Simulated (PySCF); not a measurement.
# B3H4NO3: the cost of one run

Programs: PySCF 2.14.0, with density-fitted response routines of our own. Each step states its level of theory. These are calculated values for one molecule in the gas phase, unless marked as measured. Atoms are numbered from 0 throughout.

## Step 1: The starting structure

11 atoms, charge 0, multiplicity 1; geometry from: GFN2-xTB. The atoms were then displaced at random by about 0.01 Å, so the start is not that level's minimum.

Bonds of the start (Å): N0–B1 1.43, B1–O2 1.40, O2–B3 1.30, B3–O4 1.36, O4–B5 1.37, B5–O6 1.37, O6–B1 1.38, N0–H7 1.01, N0–H8 0.96, B3–H9 1.19, B5–H10 1.17.

## Step 2: Geometry optimisation at PBE0-D3(BJ)/def2-SVP

Job settings and geometry (Å):

```
{"job": {"xc": "PBE0", "basis": "def2-SVP", "d3": "d3bj", "grid": 1, "shake": 0.01, "kind": "geom"}, "charge": 0, "multiplicity": 1}
N      2.021910    -0.781220     0.004200
B      0.693470    -0.267640     0.076070
O     -0.364400    -0.959100    -0.514880
B     -1.568370    -0.468440    -0.425250
O     -1.853270     0.691560     0.224570
B     -0.829090     1.392580     0.809920
O      0.450280     0.919930     0.741900
H      2.800940    -0.274630     0.400870
H      2.225740    -1.606300    -0.451820
H     -2.486280    -1.061980    -0.908100
H     -1.052820     2.389400     1.381640
```

Run with:

```bash
OMP_NUM_THREADS=1 python probes_run.py task.json out
```

The driver reads the jobs from task.json and runs them one after another.

Q: Estimate the wall time and peak memory of this first job on 1 thread of Arm Neoverse V2, shared host.

About 43 s, with a peak of 0.51 GiB.
